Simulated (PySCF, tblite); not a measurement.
**Si₅NH₁₃, a small molecule taken as a stand-in for a surface group (silicon-backed Si): NMR shifts, core binding energies and electronic excitations**

Wanted: the NMR shifts, core binding energies and electronic excitations for `[SiH3]N[Si]([SiH3])([SiH3])[SiH3]`.

Computed with tblite 0.8.0 and PySCF 2.14.0; each step states its level. No surroundings beyond the atoms listed, unless a continuum is named. Atoms count from 0, parts from 1.

## 1. Starting point

19 atoms, charge 0, multiplicity 1; geometry: distance geometry start.

## 2. Relaxing the cluster with GFN2-xTB

The job: settings as JSON, then the geometry in Å.

```
{"job": {"kind": "relax", "xc": "GFN2-xTB", "basis": "xTB"}, "charge": 0, "multiplicity": 1}
Si     0.215808     2.093012     0.431291
Si     0.388204    -0.075410    -0.164788
Si     1.923001    -0.275094    -1.794360
Si     0.990717    -1.258107     1.645754
N     -1.141918    -0.686383    -0.846579
Si    -2.595871    -0.145256    -0.024724
H     -0.489638     2.829963    -0.627955
H     -0.575744     2.277408     1.663986
H      1.510692     2.713956     0.689242
H      1.487027     0.669059    -2.852208
H      1.726131    -1.621253    -2.353803
H      3.275277    -0.034580    -1.301313
H      2.324782    -0.825408     2.137408
H      1.152945    -2.679376     1.286737
H      0.021029    -1.207838     2.715656
H     -1.101439    -1.713215    -1.095952
H     -2.940099    -1.062569     1.036362
H     -3.690364    -0.169100    -1.005608
H     -2.484477     1.246344     0.423915
```

With the program's defaults for keys left out, this is: GFN2-xTB geometry optimisation, gas phase.

On the command line:

```
> OMP_NUM_THREADS=1 python cluster_run.py task.json out
```

This one command runs all jobs of the session in turn.

**Question.** The jobs that follow are: PBE0-D3(BJ)/def2-SVP geometry optimisation, gas phase; GIAO PBE0/pcSseg-1 NMR shielding, non-relativistic, gas phase; delta-SCF UKS SCAN, pcX-2 on the ionised atom, pcseg-1 elsewhere, spin-free X2C; TDDFT CAM-B3LYP/def2-SVPD, vertical, gas phase, core orbitals frozen in the response. Predict: point group; rotational constants (main isotopes); ¹H shifts against TMS (PBE0/pcSseg-1); ²⁹Si shifts against TMS (PBE0/pcSseg-1); ¹⁵N shifts against NH3 (PBE0/pcSseg-1); Si2p binding energies, SCAN/pcX-2 (standing for 4 of 5 atoms); N1s binding energies, SCAN/pcX-2; lowest singlet (CAM-B3LYP/def2-SVPD); brightest single state of those computed; lowest triplet; vertical ionisation energy (ΔSCF).

As calculated:

| quantity | value |
| --- | --- |
| point group | C1 |
| rotational constants (main isotopes) | 1.10, 0.76, 0.73 GHz |
| ¹H shifts against TMS (PBE0/pcSseg-1) | 4.71, 4.71, 4.56, 4.05, 3.98, 3.72, 3.70, 3.70, 3.67, 3.47, 3.45, 3.37, -1.28 ppm |
| ²⁹Si shifts against TMS (PBE0/pcSseg-1) | -40.1, -48.3, -101.4, -102.4, -104.4 ppm |
| ¹⁵N shifts against NH3 (PBE0/pcSseg-1) | -10.3 ppm |
| Si2p binding energies, SCAN/pcX-2 (standing for 4 of 5 atoms) | Si0 106.54, Si2 106.44, Si1 106.38, Si3 106.37 eV |
| N1s binding energies, SCAN/pcX-2 | N4 404.06 eV |
| lowest singlet (CAM-B3LYP/def2-SVPD) | 5.22 eV (237 nm), f = 0.000 |
| brightest single state of those computed | state 6, 6.72 eV, f = 0.102 |
| lowest triplet | 4.82 eV |
| vertical ionisation energy (ΔSCF) | 8.67 eV |

**Reading.** Relaxing lowered the energy by 0.428 eV in 12 steps; the close pair that moved most is Si3–H12, from 1.414 to 1.498 Å (PBE0/def2-SVP). No frequency check was run at this level, so the end point may be a saddle. At PBE0/pcSseg-1: The widest tensor belongs to Si1: span 177 ppm, with a paramagnetic part of -490 ppm. The Si2p levels kept as sound span 0.17 eV, from Si3 (silicon bonded to Si, 3 H) up to Si0 (silicon bonded to Si, 3 H). Only 4 of the 5 Si atoms are covered by sound results. The lowest singlet, at 5.22 eV, is HOMO→LUMO 0.95 and is dark; of the 6 states computed, the strongest absorption comes from state 6 at 6.72 eV (the last computed, so partners may be missing). The lowest triplet lies 0.41 eV below the lowest singlet (triplets in Tamm-Dancoff, singlets in full TDDFT). ΔSCF puts the ionisation energy at 8.67 eV, 0.45 eV above −ε(HOMO). A capped cluster stands for the solid here, so long-range fields and strain are missing, and bands or shifts of the capping hydrogens have no counterpart in it.
